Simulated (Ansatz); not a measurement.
Write a Python script for the Ansatz DFT code, driven from Python that makes a relaxation of the ions of ZnS, space group F-43m. Level of theory: PBE, PAW, cutoff 571 eV, 4×4×4 k-points, fixed occupations.

```
Zn S
1.0
     0.00000    2.70200    2.70200
     2.70200    0.00000    2.70200
     2.70200    2.70200    0.00000
Zn S
1 1
Direct
  0.25000 0.25000 0.25000
  0.00000 0.00000 0.00000
```

`zns.py`
```python
"""Relax the ions of ZnS at fixed cell."""

import logging
import sys

import ansatz as az
from ase import Atoms
from ase.io import write
from ase.neighborlist import neighbor_list
import matplotlib.pyplot as plt
import numpy as np

logging.basicConfig(stream=sys.stdout, format="%(levelname)s:%(name)s:%(message)s")
log = logging.getLogger("calc")
log.setLevel(logging.INFO)


def main() -> None:
    atoms = Atoms(
        ["Zn", "S"],
        scaled_positions=[
            [0.25, 0.25, 0.25],
            [0.0, 0.0, 0.0],
        ],
        cell=[
            [0.0, 2.702, 2.702],
            [2.702, 0.0, 2.702],
            [2.702, 2.702, 0.0],
        ],
        pbc=True,
    )
    system = az.Crystal.from_ase(atoms)
    atoms.rattle(stdev=0.05, seed=47)
    # break the symmetry with a seeded rattle

    base = (
        system.calculation()
        .functional("pbe")
        .basis(21 * az.Ha)
        .kpoints(4)
        .occupations(az.OccupationsMethod.FIXED)
        .relax(force_tolerance=1e-09, max_steps=30)
        .density()
    )
    steps = []


    def collect(event):
        if event["event"] == "relax_step":
            steps.append(event["data"])


    result = base.session().plan().execute(on_event=collect)
    r = result.report
    log.info("step   energy (eV)     max comp. (eV/A)  SCF")
    for s in steps:
        log.info(f"{s['step']:4d} {s['lagrangian_ev']:15.5f} {s['allowed_force_max_ev_ang']:12.4f} {s['n_scf']:5d}")

    first, last = steps[0], steps[-1]
    symbols = [site.symbol for site in result.lattice.sites]
    log.info(f"energy gained {first['lagrangian_ev'] - last['lagrangian_ev']:.4f} eV in {len(steps) - 1} steps")

    relaxed = Atoms(symbols, positions=[site.position_ang for site in result.lattice.sites], cell=result.lattice.cell_ang, pbc=True)
    write("relaxed.cif", relaxed, format="cif")

    final = Atoms(symbols, positions=last["positions_ang"], cell=result.lattice.cell_ang, pbc=True)
    i, j, d = neighbor_list("ijd", final, 4.5)
    log.info("neighbours within 1.15 times the shortest distance of each atom (A)")
    for atom in range(len(final)):
        near = [m for m in np.argsort(d) if i[m] == atom]
        shell = [m for m in near if d[m] < 1.15 * d[near[0]]]
        print(f"{symbols[atom]}{atom} ({len(shell)}):", ", ".join(f"{symbols[j[m]]} {d[m]:.3f}" for m in shell))

    log.info(f"free energy      {r['free_energy_ev']:.5f} eV")
    log.info(f"per atom         {r['free_energy_ev'] / len(result.lattice.sites):.5f} eV")
    log.info(f"SCF iterations   {r['n_iterations']}  (converged: {r['converged']})")

    field = sum(channel.density_e_per_ang3 for channel in result.density().channels[:2])
    fig, ax = plt.subplots(figsize=(4, 3.4))
    shown = ax.imshow(np.log10(np.clip(field[:, :, 0].T, 1e-3, None)), origin="lower", extent=(0, 1, 0, 1))
    fig.colorbar(shown, label="log10 density (e/A^3)")
    ax.set(xlabel="fraction of grid vector 1", ylabel="fraction of grid vector 2")
    fig.savefig("density_plane.png", dpi=100)
    log.info(f"plane through the origin: {field[:, :, 0].min():.4f} to {field[:, :, 0].max():.4f} e/A^3")


if __name__ == "__main__":
    main()
```

```console
$ python zns.py
INFO:calc:step   energy (eV)     max comp. (eV/A)  SCF
INFO:calc:   1     -4222.68660       0.0000     6
INFO:calc:energy gained 0.0000 eV in 0 steps
INFO:calc:neighbours within 1.15 times the shortest distance of each atom (A)
Zn0 (4): S 2.340, S 2.340, S 2.340, S 2.340
S1 (4): Zn 2.340, Zn 2.340, Zn 2.340, Zn 2.340
INFO:calc:free energy      -4222.68660 eV
INFO:calc:per atom         -2111.34330 eV
INFO:calc:SCF iterations   6  (converged: True)
INFO:calc:plane through the origin: -0.0345 to 1.1929 e/A^3
```

File `relaxed.cif` afterwards:
```cif
data_image0
_chemical_formula_structural       ZnS
_chemical_formula_sum              "Zn1 S1"
_cell_length_a       3.8212050455321025
_cell_length_b       3.8212050455321025
_cell_length_c       3.8212050455321025
_cell_angle_alpha    59.99999999999999
_cell_angle_beta     59.99999999999999
_cell_angle_gamma    59.99999999999999

_space_group_name_H-M_alt    "P 1"
_space_group_IT_number       1

loop_
  _space_group_symop_operation_xyz
  'x, y, z'

loop_
  _atom_site_type_symbol
  _atom_site_label
  _atom_site_symmetry_multiplicity
  _atom_site_fract_x
  _atom_site_fract_y
  _atom_site_fract_z
  _atom_site_occupancy
  Zn  Zn1       1.0  0.25  0.25  0.25  1.0000
  S   S1        1.0  0.0  0.0  0.0  1.0000
```

Notes:
- The input holds a mistake (force tolerance out of reach), so what it prints is no property of ZnS.
- Forces vanish by symmetry, so the ions can't move, and the end may be a saddle.
- The k-point mesh is coarse, and energy and stress weren't tested for convergence.
- Energies along a relaxation are free energies. A last row that repeats the one before re-solves the same geometry more tightly.
- Of the deposited cell: the entry's cell lengths or inner coordinates differ somewhat from later room-temperature determinations.
- Grid values close to the nuclei reflect the PAW or pseudopotential construction, not the all-electron fields.
- The structure is a deposited one; some such entries were measured under pressure or heat, so a shift against it needn't be the functional's error alone.
- Finished in 2.5 s on 1 thread of Arm Neoverse V1, with other jobs on the host, peak memory 0.43 GiB.
